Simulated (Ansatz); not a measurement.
**GaH3 (triplet): the correlation ladder at a displaced geometry (v1), cc-pVTZ**

Aim: climb from Hartree-Fock through coupled cluster and multireference methods for GaH3 (triplet) at one geometry and basis, and see what each rung misses.

The runs use Ansatz 0.2.0, Gaussian basis; cc-pVTZ, core rule «outside noble gas», up to 14 orbitals frozen.

To be run: UHF; CCSD(T) on ROHF; CCSD(T) on UHF; BCCD(T) on ROHF; CCSDT(Q) on ROHF; CCSDT(Q) on UHF; CASSCF and MRCISD+Q, 6 electrons in 7 orbitals; CASSCF and NEVPT2, 6 electrons in 7 orbitals.

23 further runs of the same task are left out: 8 for a known fault of the program, 6 that didn't finish, 9 set aside as unsound or not needed. Runs told in other sessions of the task aren't counted.

## Step 1: The system

The geometry is a PBE0/def2-TZVP stationary point (not a proven minimum) with its atoms shifted at random (size 0.040 Å). No spin-orbit coupling is included. The filled d shell of Ga may be among the frozen orbitals whatever the setting's name suggests.

4 atoms, charge 0, spin multiplicity 3.

Atoms are counted from 1 here; the program's logs count them from 0.

Bond lengths: Ga1–H2 1.604 Å, Ga1–H3 1.909 Å, Ga1–H4 1.947 Å. Angles: H2–Ga1–H3 101.7°, H2–Ga1–H4 100.0°, H3–Ga1–H4 27.5°.

## Step 2: UHF

The input, in.yaml:

```yaml
crystal:
  periodic: [false, false, false]
  atoms:
    - {symbol: Ga, position_ang: [0.000130, 0.027624, -0.044463]}
    - {symbol: H, position_ang: [-0.000704, -1.493844, -0.551395]}
    - {symbol: H, position_ang: [0.452678, -0.177093, 1.798646]}
    - {symbol: H, position_ang: [-0.460935, -0.239907, 1.828449]}
basis:
  gaussian: {orbitals: cc-pVTZ}
magnetization: {spin_polarized: true, initial_magnetization: 2}
hamiltonian: {xc: hf}
output: {orbitals: {seedname: orbitals}}
```

Run with:

```bash
$ ansatz run in.yaml --threads 1 --pin off --events-out ev --progress --plain --max-ram 2393MiB
```

After this run come: CCSD(T) on ROHF; CCSD(T) on UHF; BCCD(T) on ROHF; CCSDT(Q) on ROHF; CCSDT(Q) on UHF; CASSCF and MRCISD+Q, 6 electrons in 7 orbitals; CASSCF and NEVPT2, 6 electrons in 7 orbitals.

**Question.** What will the summary of the whole plan be? Wanted: UCCSDT(Q) from the RHF energy; RMP2 from UCCSDT(Q); UMP2 from UCCSDT(Q); RCCSD from UCCSDT(Q); RCCSD(T) from UCCSDT(Q); UCCSD(T) from UCCSDT(Q); RCCSDT(Q) from UCCSDT(Q); NEVPT2 valence from UCCSDT(Q); MRCISD+Q valence from UCCSDT(Q).

The runs gave:

| quantity | value |
| --- | --- |
| UCCSDT(Q) from the ROHF energy | -2.9853 eV |
| RMP2 from UCCSDT(Q) | +15.87 kcal/mol |
| UMP2 from UCCSDT(Q) | +15.34 kcal/mol |
| RCCSD from UCCSDT(Q) | +2.40 kcal/mol |
| RCCSD(T) from UCCSDT(Q) | +0.83 kcal/mol |
| UCCSD(T) from UCCSDT(Q) | +0.45 kcal/mol |
| RCCSDT(Q) from UCCSDT(Q) | +0.38 kcal/mol |
| NEVPT2 valence from UCCSDT(Q) | +12.35 kcal/mol |
| MRCISD+Q valence from UCCSDT(Q) | +0.78 kcal/mol |
| levels within 1 kcal/mol (43 meV) | RCCSD(T), UCCSD(T), BCCD(T), RCCSDT, UCCSDT, RCCSDT(Q), MRCISD+Q valence |
| T1 diagnostic | 0.025 |
| effectively unpaired electrons | 2.02 |

**Reading.** RCCSD(T) misses by +0.83 kcal/mol, 1.2 % of the correlation energy. One determinant dominates. Of the multireference levels listed MRCISD+Q valence comes nearest in total energy (+0.78 kcal/mol), which doesn't show that its space is the better one. These misses are within one basis, not against nature; the frozen cores of restricted and unrestricted runs differ, which can shift their rows.
